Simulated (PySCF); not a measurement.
# C4H3ClOSi: the cost of one run

The runs use PySCF 2.14.0, with density-fitted response routines of our own; the level of theory stands in each step. All values are computed, except where a source is named. Atoms count from 0, in the outputs and in this text.

## (1) The molecule as given

10 atoms, charge 0, multiplicity 1; geometry from: GFN2-xTB. The atoms were then displaced at random by about 0.01 Å, so the start is not that level's minimum.

Bonds of the start (Å): C0–C1 1.22, C1–Si2 1.85, Si2–C3 1.84, C3–C4 1.34, C4–Cl5 1.70, C4–O6 1.38, O6–Si2 1.71, C0–H7 1.06, Si2–H8 1.46, C3–H9 1.07.

## (2) Geometry optimisation at PBE0-D3(BJ)/def2-SVP

What the job is given:

```
{"job": {"xc": "PBE0", "basis": "def2-SVP", "d3": "d3bj", "grid": 1, "shake": 0.01, "kind": "geom"}, "charge": 0, "multiplicity": 1}
C      2.898130     0.259120     0.025370
C      1.765460    -0.078600     0.322110
Si     0.064360    -0.649520     0.779600
C     -1.254190    -0.453590    -0.492000
C     -1.709650     0.541240     0.275530
Cl    -3.022550     1.615420     0.186500
O     -0.853640     0.676770     1.348990
H      3.859370     0.611870    -0.249490
H      0.010730    -1.700940     1.795310
H     -1.707590    -0.842710    -1.384190
```

Launch:

```bash
$ OMP_NUM_THREADS=1 python probes_run.py task.json out
```

One launch serves the whole session: the jobs run in the order shown.

Q: Estimate the wall time and peak memory of this first job on 1 thread of Arm Neoverse V1, shared host.

About 55 s, with a peak of 0.52 GiB.
